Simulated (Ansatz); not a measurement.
# F3H3OSiTi: the cost of one run

Method: the settings change from run to run; program: Ansatz 0.2.0, Gaussian basis.

## (1) The relaxed structure

The structure was relaxed beforehand with PBE0-D4 in a triple-zeta def2 set.

9 atoms, charge 0, spin multiplicity 1.

Atoms are counted from 1 here; the program's logs count them from 0.

Bond lengths: F1–Ti2 1.750 Å, Ti2–F3 1.750 Å, Ti2–F4 1.750 Å, Ti2–O5 1.759 Å, O5–Si6 1.654 Å, Si6–H7 1.482 Å, Si6–H8 1.482 Å, Si6–H9 1.482 Å. Angles: F1–Ti2–F3 109.6°, F1–Ti2–F4 109.6°, F1–Ti2–O5 109.4°, F3–Ti2–F4 109.5°, F3–Ti2–O5 109.4°, F4–Ti2–O5 109.4°, Ti2–O5–Si6 179.5°, O5–Si6–H7 108.5°, O5–Si6–H8 108.5°, O5–Si6–H9 108.5°, H7–Si6–H8 110.4°, H7–Si6–H9 110.4°, H8–Si6–H9 110.4°.

## (2) CCSDT/STO-3G

This run has the search for lower states set to light.

The input, in.yaml:

```yaml
crystal:
  periodic: [false, false, false]
  atoms:
    - {symbol: F, position_ang: [2.351497, -1.504811, 0.221788]}
    - {symbol: Ti, position_ang: [1.169440, -0.822603, -0.873505]}
    - {symbol: F, position_ang: [1.959781, 0.288723, -1.970142]}
    - {symbol: F, position_ang: [0.409236, -2.106098, -1.788389]}
    - {symbol: O, position_ang: [-0.054042, 0.039595, 0.049872]}
    - {symbol: Si, position_ang: [-1.211814, 0.852759, 0.907093]}
    - {symbol: H, position_ang: [-2.525489, 0.218990, 0.642608]}
    - {symbol: H, position_ang: [-1.220959, 2.266697, 0.461989]}
    - {symbol: H, position_ang: [-0.877631, 0.766748, 2.348686]}
basis:
  gaussian: {orbitals: STO-3G}
hamiltonian: {xc: {name: HF}}
correlation: {method: ccsdt}
scf: {lower_state_search: light}
```

Run with:

```
> ansatz run in.yaml --threads 4 --pin off --events-out ev --progress --plain --max-ram 11315MiB
```

**Question.** How long does this run take on 4 threads of Arm Neoverse V2, shared host, and how much memory does it need?

About 8 s, with a peak of 0.38 GiB.
